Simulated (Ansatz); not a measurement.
**Niobium, simple cubic under PBEsol: structure, energy and stiffness**

Aim: take niobium in the simple cubic structure, relax it, solve it on a dense k-mesh, then scale the cell to 7 volumes from 88 to 112 % of the relaxed one and try a fit of the equation of state. Spin polarisation is left out. The k-meshes are 12×12×12 for the relaxation; 19×19×19 for the dense run; 13×13×13 for the volumes.

This is Nb in the simple cubic structure; at room conditions it is bcc.

Method: DFT PBEsol, plane waves (420 eV) with PAW, scalar-relativistic; PBE-made PAW files, in Ansatz 0.2.0.

## Step 1: Starting point

It takes space group Pm-3m (No. 221, cubic). The conventional cell has a = 2.688 Å, b = 2.688 Å, c = 2.688 Å, α = 90.00°, β = 90.00°, γ = 90.00°. Around Nb (site symmetry m-3m) lie 6 Nb at 2.69 Å.

Coordinates:

```
CELL_PARAMETERS angstrom
2.68760 0.00000 0.00000
0.00000 2.68760 0.00000
0.00000 0.00000 2.68760
ATOMIC_POSITIONS crystal
Nb 0.00000 0.00000 0.00000
```

## Step 2: Relaxing cell and atoms

The input, input.yaml:

```yaml
crystal:
  lattice:
    - [2.6875991705, 0.0, 0.0]
    - [0.0, 2.6875991705, 0.0]
    - [0.0, 0.0, 2.6875991705]
  atoms:
    - { symbol: Nb, position: [0.0, 0.0, 0.0] }
hamiltonian:
  xc: pbesol
  pseudopotentials:
    kind: paw
    azcp:
      Nb: "pseudopotentials/Nb.paw.azcp"
basis:
  ecutwfc: 420
  fft_grid_basis: typed
kpoints:
  mp_grid: { grid: [12, 12, 12], shift: [0, 0, 0] }
magnetization:
  spin_polarized: false
scf:
  occupations: { method: fermi_dirac, width: 0.1 }
relax:
  max_steps: 60
  f_tol: 0.01
  cell: {}
```

Launch:

```sh
> ansatz run input.yaml --threads 2 --pin off --max-ram 5120MiB --backend cpu --events-out ev --progress --plain --runs-dir out
```

Further steps of the session: Single point on a dense mesh; At 88 % of the relaxed volume; At 92 % of the relaxed volume; At 96 % of the relaxed volume; At 100 % of the relaxed volume; At 104 % of the relaxed volume; At 108 % of the relaxed volume; At 112 % of the relaxed volume.

Q: Predict the outcome of this session. Wanted: space group; conventional cell; volume; shortest distance; gap on the mesh; relative to bcc; V₀, B₀, B₀′.

As calculated:

| quantity | value |
| --- | --- |
| space group (spins left aside) | Pm-3m (No. 221) |
| conventional cell | a = 2.686 Å |
| volume | 19.382 Å³/atom |
| shortest distance | 2.686 Å |
| gap on the mesh | none (levels filled in part) |
| relative to bcc | +1027 meV/atom |
| V₀, B₀, B₀′ | 19.300 Å³/atom, 145 GPa, 4.0 |

From the guessed start the volume shrank by 0.2 % in 4 steps. Against the reference form of niobium (bcc, computed apart with the same settings) it stands 1027 meV/atom higher, so it is far from stable. No gap shows: it is a metal or semimetal at this level. The fitted modulus is 145 GPa. The symmetry was held, so the structure may be unstable against distortions that break it.
